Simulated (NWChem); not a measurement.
**One shape, several levels: SiF3 (trifluorosilyl)**

Wanted: a comparison of 5 runs (UHF/STO-3G, UHF/3-21G, UHF/def2-SVP, UPBE/def2-SVP, UPBE0/def2-TZVP) of SiF3 (trifluorosilyl). 

Program for the calculation: NWChem 7.3.0.

### Step 1. The molecule

The species is SiF3 (4 atoms), meant as a doublet with charge 0. SMILES: `F[Si](F)F`. Geometry: relaxed at PBE0-D4/def2-TZVP.

Bond lengths: F1–Si2 1.581 Å, Si2–F3 1.581 Å, Si2–F4 1.581 Å. Angles: F1–Si2–F3 107.9°, F1–Si2–F4 107.9°, F3–Si2–F4 107.9°.

### Step 2. Energy and forces at UHF/STO-3G (run 1)

Input file work.nw:

```
start work
memory 2200 mb

geometry units bohr noautosym nocenter noautoz
F    1.48315155  -0.95816673   2.17639758
Si  -0.53432006   0.40262505   0.44272504
F   -1.87887910  -1.68610813  -1.21762613
F    0.93004761   2.24164982  -1.40149648
end

basis "ao basis" spherical bse
F library STO-3G
Si library STO-3G
end

scf
doublet
uhf
thresh 1e-08
maxiter 80
print medium
end

task scf gradient
```

On the command line:

```
$ nwchem work.nw > work.out
```

Standard output:

```text
[...]
  functions       =    24
[...]
  wavefunction    = UHF
[...]
         Total SCF energy =   -579.725493250283
      One electron energy =  -1167.905485921195
      Two electron energy =    411.381541325014
 Nuclear repulsion energy =    176.798451345899
                       Sz =      0.5000
                 Sz(Sz+1) =      0.7500
                      S^2 =      0.7574
[...]
                         UHF ENERGY GRADIENTS
    atom               coordinates                        gradient
                 x          y          z           x          y          z
   1 F       1.483152  -0.958167   2.176398   -0.019995   0.014009  -0.006598
   2 Si     -0.534320   0.402625   0.442725    0.033358  -0.025183  -0.027676
   3 F      -1.878879  -1.686108  -1.217626    0.002868   0.018960   0.016509
   4 F       0.930048   2.241650  -1.401496   -0.016231  -0.007786   0.017765
[...]
```

Run time: 1 s. Hardware: 1 thread of Intel Xeon 6975P-C (Granite Rapids), shared host; peak memory 0.1 GiB.

### Step 3. Energy and forces at UHF/3-21G (run 2)

Input file a.nw:

```
start a
title "F3Si hf"
memory stack 880 mb heap 220 mb global 1100 mb
charge 0

geometry units angstroms noautosym nocenter noautoz
  F        0.784850      -0.507040       1.151700
  Si      -0.282750       0.213060       0.234280
  F       -0.994260      -0.892250      -0.644340
  F        0.492160       1.186230      -0.741640
end

basis spherical bse
  F library 3-21G
  Si library 3-21G
end

scf
  doublet
  uhf
  thresh 1e-08
  maxiter 80
end

task scf gradient
```

On the command line:

```
$ nwchem a.nw > a.out
```

Standard output:

```text
[...]
  functions       =    40
[...]
  wavefunction    = UHF
[...]
         Total SCF energy =   -584.240396754097
      One electron energy =  -1167.157523891920
      Two electron energy =    406.118663108545
 Nuclear repulsion energy =    176.798464029278
                       Sz =      0.5000
                 Sz(Sz+1) =      0.7500
                      S^2 =      0.7526
[...]
                         UHF ENERGY GRADIENTS
    atom               coordinates                        gradient
                 x          y          z           x          y          z
   1 F       1.483151  -0.958167   2.176397   -0.018768   0.012873  -0.012083
   2 Si     -0.534320   0.402625   0.442725    0.024540  -0.018531  -0.020365
   3 F      -1.878879  -1.686108  -1.217626    0.008506   0.018777   0.015474
   4 F       0.930048   2.241650  -1.401496   -0.014279  -0.013120   0.016974
[...]
```

Wall time 1.2 s (1 thread of Intel Xeon 6975P-C (Granite Rapids), shared host); peak memory 0.1 GiB.

Runs 3 to 4 aren't shown in full; the table further down has their settings and results.

### Step 4. Energy and gradient at UPBE0/def2-TZVP (run 5)

Input file f3si.nw:

```
start f3si
title "F3Si gradient"
memory total 2200 mb
geometry units angstrom noautosym nocenter noautoz
  F        0.784850      -0.507040       1.151700
  Si      -0.282750       0.213060       0.234280
  F       -0.994260      -0.892250      -0.644340
  F        0.492160       1.186230      -0.741640
end
basis spherical bse
  * library def2-TZVP
end
dft
  xc pbe0
  mult 2
  grid fine
  convergence energy 1e-08
  maxiter 100
  mulliken
end
task dft gradient
```

On the command line:

```
$ nwchem f3si.nw > f3si.out
```

Standard output:

```text
[...]
          Wavefunction type:  spin polarized.
          No. of atoms     :     4
          No. of electrons :    41
[...]
          Charge           :     0
          Spin multiplicity:     2
[...]
          AO basis - number of functions:   130
[...]
              XC Information
              --------------
                         PBE0 Method XC Functional
                     Hartree-Fock (Exact) Exchange  0.250
          PerdewBurkeErnzerhof Exchange Functional  0.750
            Perdew 1991 LDA Correlation Functional  1.000 local
           PerdewBurkeErnz. Correlation Functional  1.000 non-local
[...]
 d= 0,ls=0.0,diis     1   -588.7939727940 -7.66D+02  5.88D-03  3.19D-01     2.7
[...]
 d= 0,ls=0.0,diis     9   -588.9072371879 -2.57D-09  1.37D-07  1.52D-09    20.9
[...]
         Total DFT energy =     -588.907237187945
      One electron energy =    -1171.373253272685
           Coulomb energy =      457.747383988954
    Exchange-Corr. energy =      -52.079831933492
 Nuclear repulsion energy =      176.798464029278
[...]
      Total Density - Mulliken Population Analysis
     ---------------------------------------------
    Atom       Charge   Shell Charges
 -----------   ------   -------------------------------------------------------
    1 F    9     9.26   0.77  1.20  0.61  0.99  0.33  2.27  2.17  0.92  0.00  0.01  0.00
    2 Si  14    13.22   2.00  0.57  1.40  0.82  0.33  4.12  1.69  0.58  0.78  0.14  0.35  0.28  0.16
    3 F    9     9.26   0.77  1.20  0.61  0.99  0.33  2.27  2.17  0.92  0.00  0.01  0.00
    4 F    9     9.26   0.77  1.20  0.61  0.99  0.33  2.27  2.17  0.92  0.00  0.01  0.00
[...]
      <S2> =      0.7511 (Exact =     0.7500)
[...]
  wavefunction    = open shell
                         DFT ENERGY GRADIENTS
    atom               coordinates                        gradient
                 x          y          z           x          y          z
   1 F       1.483151  -0.958167   2.176397   -0.000016   0.000031  -0.000041
   2 Si     -0.534320   0.402625   0.442725   -0.000005  -0.000025  -0.000019
   3 F      -1.878879  -1.686108  -1.217626    0.000028   0.000037   0.000024
   4 F       0.930048   2.241650  -1.401496   -0.000007  -0.000043   0.000035
[...]
```

Run time: 27 s. Hardware: 1 thread of Intel Xeon 6975P-C (Granite Rapids), shared host; peak memory 0.14 GiB.

### Step 5. The series

```csv
run,level,iteration cap,module,energy (Eh),dipole moment (D),HOMO energy (eV),LUMO energy (eV),wall time
1,UHF/STO-3G,80,scf,-579.725493,1.60,-6.84,5.47,1 s
2,UHF/3-21G,80,scf,-584.240397,2.36,-11.22,0.17,1.2 s
3,UHF/def2-SVP,80,scf,-587.049262,1.76,-11.57,0.65,3.3 s
4,UPBE/def2-SVP,100,dft,-588.378939,1.01,-6.20,-4.18,9.9 s
5,UPBE0/def2-TZVP,100,dft,-588.907237,1.15,-7.87,-3.33,27 s
```

### Step 6. Summary of results

| quantity | value |
| --- | --- |
| run 5: total energy | -588.90724 Eh |
| run 5: dipole moment | 1.15 D |
| run 5: HOMO energy (highest over α and β) | -7.87 eV |
| run 5: LUMO energy (lowest over α and β) | -3.33 eV |
| run 5: ⟨S²⟩ | 0.751 |
| run 5: largest force on an atom | 0.003 eV/Å |

What this shows: The dipole moment (its size) runs from 1.01 D (UPBE/def2-SVP) to 2.36 D (UHF/3-21G). The two ends differ in method and basis. Totals of different functionals can't be ranked against each other. In run 1 the basis is minimal, so the values are rough. All runs together took 43 s, the longest 27 s.
